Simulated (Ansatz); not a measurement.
**TiSe in Ansatz: the effect of exact exchange**

Crystal: TiSe.

```
CELL_PARAMETERS angstrom
3.40340 0.00000 0.00000
0.00000 3.40340 0.00000
0.00000 0.00000 3.40340
ATOMIC_POSITIONS crystal
Ti 0.00000 0.00000 0.00000
Se 0.50000 0.50000 0.50000
```

The cell comes from a database or a generator and needn't be the stable form of this composition.

Alike in all runs:

| Quantity | Value |
| --- | --- |
| Program | Ansatz 0.2.0 |
| Task | single point |
| Functional | HSE06 form with a typed share of exact exchange |
| Potentials or basis | Ansatz PAW |
| Cutoff | 420 eV (not typed: the program's choice for these potentials) |
| k mesh | 4 × 4 × 4 |
| Occupations | fermi-dirac, width 0.05 eV |
| Spin | no spin polarisation |

| exact exchange | pressure (GPa) |
| --- | --- |
| 0.05 | -14.2 |
| 0.1 | -14.7 |
| 0.15 | -15.2 |
| 0.2 | -15.7 |
| 0.25 | -16.2 |
| 0.3 | -16.7 |
| 0.4 | ? |
| 0.5 | -18.5 |

**Question.** What does the run with exact exchange 0.4 give?

**Answer.** Pressure -17.6 GPa.

Worked out: A straight line through the other rows of the pressure, of slope -9.59 GPa per unit of exact exchange, gives -17.6 GPa, against the run's -17.6.

Caveats: all runs use coarse meshes; the PAW data sets come from PBE, with cores solved anew for the run's functional, which leaves a small shift of forces and pressure; the thresholds are loose for stress.
